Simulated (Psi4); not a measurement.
**HF/3-21G run of CH5In (InH2Me)**

Aim: the energy change on altering one bond length of CH5In (InH2Me) at HF/3-21G, from 2 runs. 

Program for the calculation: Psi4 1.11.

3 further runs of the same task are left out: 3 set aside as unsound or not needed.

## (1) The molecule

The species is CH5In (7 atoms), meant as a singlet with charge 0. SMILES: `[H][In]([H])[CH3]`. The shape comes from GFN2-xTB, which is rough for such elements, and wasn't checked as a minimum.

Bond lengths: In1–C4 2.214 Å, In1–H2 1.738 Å, In1–H3 1.738 Å, C4–H5 1.090 Å, C4–H6 1.090 Å, C4–H7 1.090 Å. Angles: In1–C4–H5 109.8°, In1–C4–H6 109.7°, In1–C4–H7 109.6°, H2–In1–C4 124.3°, H3–In1–C4 124.4°, H5–C4–H6 109.0°, H5–C4–H7 108.9°, H6–C4–H7 109.8°, H2–In1–H3 111.3°.

## (2) Energy and gradient at HF/3-21G

Contents of ch5in.xyz:

```xyz
7
CH5In
In     0.568590     0.991370    -0.000130
H      2.300860     1.125080     0.031680
H     -0.185750     2.556250    -0.041890
C     -0.534230    -0.928610     0.003940
H     -0.624570    -1.305480    -1.014910
H     -1.532210    -0.778420     0.416970
H      0.007300    -1.660190     0.604340
```

Contents of job.py:

```python
import psi4

psi4.set_memory(1600000000)
psi4.set_num_threads(1)
psi4.set_output_file('output.dat', False)

with open('ch5in.xyz') as f:
    atoms = ''.join(f.readlines()[2:])
m = psi4.geometry('0 1\n' + atoms + 'symmetry c1\nno_reorient\nno_com')

psi4.set_options(dict(basis='3-21G', puream=True, e_convergence=1e-09, d_convergence=1e-08, scf_type='pk'))

e = psi4.gradient("scf")
print('gradient / Eh bohr^-1')
print(e.np.round(6))
```

Run with:

```sh
$ python job.py
```

output.dat:

```text
[...]
  Running in c1 symmetry.
[...]
  Nuclear repulsion =  140.536543543698770
[...]
  Multiplicity = 1
[...]
  Nalpha       = 30
  Nbeta        = 30
[...]
    Number of basis functions: 50
[...]
   @RHF iter   1: -5754.95159037069243   -3.68198e+00   1.19198e-02 DIIS/ADIIS
[...]
   @RHF iter  10: -5755.25130159357468   -8.18545e-12   1.93384e-09 DIIS
[...]
    Orbital Energies [Eh]
    ---------------------
    Doubly Occupied:
       1A   -991.685968     2A   -148.656816     3A   -138.088374
       4A   -138.087256     5A   -138.087113     6A    -29.540359
       7A    -25.082885     8A    -25.078405     9A    -25.077522
      10A    -17.483163    11A    -17.481982    12A    -17.481431
      13A    -17.477878    14A    -17.477792    15A    -11.144560
      16A     -4.985599    17A     -3.459553    18A     -3.452085
      19A     -3.449472    20A     -1.090601    21A     -1.084790
      22A     -1.082642    23A     -1.080077    24A     -1.078699
      25A     -0.906873    26A     -0.540645    27A     -0.539310
      28A     -0.522499    29A     -0.384031    30A     -0.373474
[...]
  @RHF Final Energy: -5755.25130159357468
   => Energetics <=
    Nuclear Repulsion Energy =            140.5365435436987696
    One-Electron Energy =               -8227.6519866070921125
    Two-Electron Energy =                2331.8641414698186054
    Total Energy =                      -5755.2513015935746807
[...]
 Multipole Moments:
 ------------------------------------------------------------------------------------
     Multipole            Electronic (a.u.)      Nuclear  (a.u.)        Total (a.u.)
 ------------------------------------------------------------------------------------
 L = 1.  Multiply by 2.5417464519 to convert [e a0] to [Debye]
 Dipole X            :        -46.7051291           46.5272493           -0.1778798
 Dipole Y            :        -81.4593568           81.1499610           -0.3093959
 Dipole Z            :         -0.0229866            0.0254357            0.0024491
 Magnitude           :                                                    0.3568936
[...]
  -Total Gradient:
     Atom            X                  Y                   Z
    ------   -----------------  -----------------  -----------------
       1        0.005906348811     0.010349060325     0.000415554024
       2       -0.011826233829     0.003313202493    -0.000334151336
       3        0.008800144931    -0.008550037729     0.000275276783
       4       -0.003791736975    -0.007695942130    -0.001922276314
       5        0.000679386043     0.000516579202    -0.003573700230
       6       -0.003855447909     0.003251123217     0.002142663654
       7        0.004087539281    -0.001183986226     0.002996633420
[...]
```

The script printed:

```text
gradient / Eh bohr^-1
[[ 0.005906  0.010349  0.000416]
 [-0.011826  0.003313 -0.000334]
 [ 0.0088   -0.00855   0.000275]
 [-0.003792 -0.007696 -0.001922]
 [ 0.000679  0.000517 -0.003574]
 [-0.003855  0.003251  0.002143]
 [ 0.004088 -0.001184  0.002997]]
```

It took 1.8 s on 1 thread of Intel Xeon 6975P-C (Granite Rapids), shared host; peak memory 0.19 GiB.

## (3) The distorted shape: the energy at HF/3-21G

Contents of run.py:

```python
import numpy as np
from ase.calculators.psi4 import Psi4
from ase import Atoms

a = Atoms(['In', 'H', 'H', 'C', 'H', 'H', 'H'], positions=[
    [-0.081270, 1.869298, -0.720637],
    [1.651000, 2.003008, -0.688827],
    [-0.835610, 3.434178, -0.762397],
    [-1.184090, -0.050682, -0.716567],
    [-1.274430, -0.427552, -1.735417],
    [-2.182070, 0.099508, -0.303537],
    [0.007300, -1.660190, 0.604340],
])
calc = Psi4(atoms=a, method='scf', basis='3-21G', memory='1600MB', num_threads=1, charge=0, multiplicity=1, label='psi4-calc', reference='rhf')
calc.psi4.set_options({'puream': True, 'e_convergence': 1e-09, 'd_convergence': 1e-08, 'scf_type': 'pk'})
a.calc = calc

print(f'energy: {a.get_potential_energy():.6f} eV')
```

Run with:

```sh
$ python run.py
```

psi4-calc.dat:

```text
[...]
  Running in c1 symmetry.
[...]
  Nuclear repulsion =  136.206770169850927
[...]
  Multiplicity = 1
[...]
  Nalpha       = 30
  Nbeta        = 30
[...]
    Number of basis functions: 50
[...]
   @RHF iter   1: -5754.52212331442752   -3.64772e+00   1.35142e-02 DIIS/ADIIS
[...]
   @RHF iter  12: -5755.04198967065804    9.09495e-13   3.33379e-09 DIIS
[...]
    Orbital Energies [Eh]
    ---------------------
    Doubly Occupied:
       1A   -991.704044     2A   -148.674803     3A   -138.106376
       4A   -138.105224     5A   -138.105148     6A    -29.558301
       7A    -25.100804     8A    -25.096227     9A    -25.095651
      10A    -17.501100    11A    -17.499791    12A    -17.499521
      13A    -17.495933    14A    -17.495789    15A    -11.232990
      16A     -5.003332    17A     -3.477054    18A     -3.469580
      19A     -3.467761    20A     -1.107995    21A     -1.101833
      22A     -1.100577    23A     -1.097814    24A     -1.096505
      25A     -0.898248    26A     -0.577315    27A     -0.538126
      28A     -0.421985    29A     -0.395659    30A     -0.309253
[...]
  @RHF Final Energy: -5755.04198967065804
   => Energetics <=
    Nuclear Repulsion Energy =            136.2067701698509268
    One-Electron Energy =               -8217.8280419603797782
    Two-Electron Energy =                2326.5792821198715501
    Total Energy =                      -5755.0419896706571308
[...]
 Multipole Moments:
 ------------------------------------------------------------------------------------
     Multipole            Electronic (a.u.)      Nuclear  (a.u.)        Total (a.u.)
 ------------------------------------------------------------------------------------
 L = 1.  Multiply by 2.5417464519 to convert [e a0] to [Debye]
 Dipole X            :          2.8158399           -3.4120033           -0.5961634
 Dipole Y            :          8.4150175           -8.0075882            0.4074292
 Dipole Z            :         -1.2531711            0.7384996           -0.5146715
 Magnitude           :                                                    0.8867334
[...]
```

On the terminal:

```text
energy: -156602.669167 eV
```

Run time: 1.4 s. Hardware: 1 thread of Intel Xeon 6975P-C (Granite Rapids), shared host; peak memory 0.2 GiB.

## (4) What came out

Level: HF/3-21G.

| quantity | value |
| --- | --- |
| first shape: total energy | -5755.25130 Eh |
| first shape: dipole moment | 0.91 D |
| first shape: HOMO energy | -10.16 eV |
| first shape: LUMO energy | 1.01 eV |
| first shape: HOMO–LUMO gap | 11.17 eV |
| first shape: largest force on an atom | 0.632 eV/Å |
| distorted shape: total energy | -5755.04199 Eh |
| distorted shape: dipole moment | 2.25 D |
| distorted shape: HOMO energy | -8.42 eV |
| distorted shape: LUMO energy | 0.36 eV |
| distorted shape: HOMO–LUMO gap | 8.78 eV |
| energy change with the C4–H7 bond stretched from 1.090 to 2.399 Å | 5.696 eV |

One bond (distorted shape) is far stretched, which a spin-restricted single reference describes badly; a broken-symmetry solution may lie lower. With the C4–H7 bond stretched from 1.090 to 2.399 Å the energy rises by 5.70 eV (550 kJ/mol). The first shape isn't relaxed at this level, so the change isn't measured from a minimum. A restricted reference can't describe the breaking bond well at this length. The largest force (first shape) is 0.63 eV/Å: the shape isn't a stationary point for this species at this level. Relativity is left out (first shape) although the molecule holds a heavy atom. Relativity is left out (distorted shape) although the molecule holds a heavy atom.
